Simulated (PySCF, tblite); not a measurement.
**C₂H₁₄SSi₄: geometry, infrared bands and NMR shifts**

What infrared bands and NMR shifts should C₂H₁₄SSi₄ (`[SiH3]CS[SiH2]C([SiH3])[SiH3]`) show?

Computed with tblite 0.8.0 and PySCF 2.14.0, with density-fitted response routines of our own, on a single molecule in the gas phase. Atoms count from 0, in the outputs and in this text.

### Step 1. Starting geometry

21 atoms, charge 0, multiplicity 1; geometry from: force field or distance geometry start.

Bonds of the start (Å): Si0–C1 1.86, C1–S2 1.80, S2–Si3 2.15, Si3–C4 1.82, C4–Si5 1.83, C4–Si6 1.84, Si0–H7 1.49, Si0–H8 1.48, Si0–H9 1.49, C1–H10 1.10, C1–H11 1.09, Si3–H12 1.50, Si3–H13 1.49, C4–H14 1.10, Si5–H15 1.48, Si5–H16 1.48, Si5–H17 1.49, Si6–H18 1.48, Si6–H19 1.48, Si6–H20 1.49.

### Step 2. Geometry optimisation with GFN2-xTB

The job: settings as JSON, then the geometry in Å.

```
{"job": {"kind": "relax", "xc": "GFN2-xTB", "basis": "xTB"}, "charge": 0, "multiplicity": 1}
Si     4.354100     0.467800    -0.262500
C      2.748400    -0.416000     0.054800
S      1.368100     0.739700    -0.029400
Si    -0.353800    -0.490500     0.364700
C     -1.878600     0.502000     0.357500
Si    -3.194700    -0.519900     1.122300
Si    -2.375200     0.770800    -1.394400
H      4.382600     1.070900    -1.620100
H      5.481300    -0.494400    -0.176300
H      4.594900     1.534000     0.750600
H      2.771900    -0.878400     1.057700
H      2.607300    -1.220800    -0.670400
H     -0.096600    -1.072400     1.725200
H     -0.338500    -1.619300    -0.601600
H     -1.760700     1.458800     0.887500
H     -4.494400     0.193700     1.128600
H     -3.367500    -1.827100     0.453900
H     -2.868100    -0.788100     2.549200
H     -2.559300    -0.503400    -2.125800
H     -1.372500     1.584300    -2.117100
H     -3.657900     1.525000    -1.454900
```

Command:

```console
> OMP_NUM_THREADS=1 python probes_run.py task.json out
```

The driver reads the jobs from task.json and runs them one after another.

**Question.** This job is followed by: GFN2-xTB harmonic vibrations, gas phase; GIAO PBE0/pcSseg-1 NMR shielding, non-relativistic, gas phase. Predict these results of the whole session: strongest single infrared mode (GFN2-xTB); zero-point energy (GFN2-xTB); 13C shifts against TMS (PBE0/pcSseg-1); 1H shifts against TMS (PBE0/pcSseg-1, means over atoms taken as alike); 29Si shifts against TMS (PBE0/pcSseg-1, means over atoms taken as alike); 33S shifts against CS2 (PBE0/pcSseg-1).

The runs gave:

| quantity | value |
| --- | --- |
| strongest single infrared mode (GFN2-xTB) | 2268 cm⁻¹, 655 km/mol |
| zero-point energy (GFN2-xTB) | 83.9 kcal/mol |
| 13C shifts against TMS (PBE0/pcSseg-1) | 8.9, -17.7 ppm |
| 1H shifts against TMS (PBE0/pcSseg-1, means over atoms taken as alike) | 4.85, 4.10, 4.04, 1.63, -0.47 ppm |
| 29Si shifts against TMS (PBE0/pcSseg-1, means over atoms taken as alike) | -14.5, -68.8, -70.1 ppm |
| 33S shifts against CS2 (PBE0/pcSseg-1) | -193 ppm |

What this shows: Relaxing lowered the energy by 0.371 eV in 78 steps; the close pair that moved most is Si3–C4, from 1.819 to 1.887 Å. All 57 modes are real, so the xTB geometry is a minimum. The strongest single mode, at 2268 cm⁻¹, moves mainly H16. Unscaled tight-binding wavenumbers are off by several per cent, some by more. Its intensities can rank the bands wrongly. At PBE0/pcSseg-1: Shielding is most anisotropic at S2 (span 346 ppm, paramagnetic term -367 ppm).
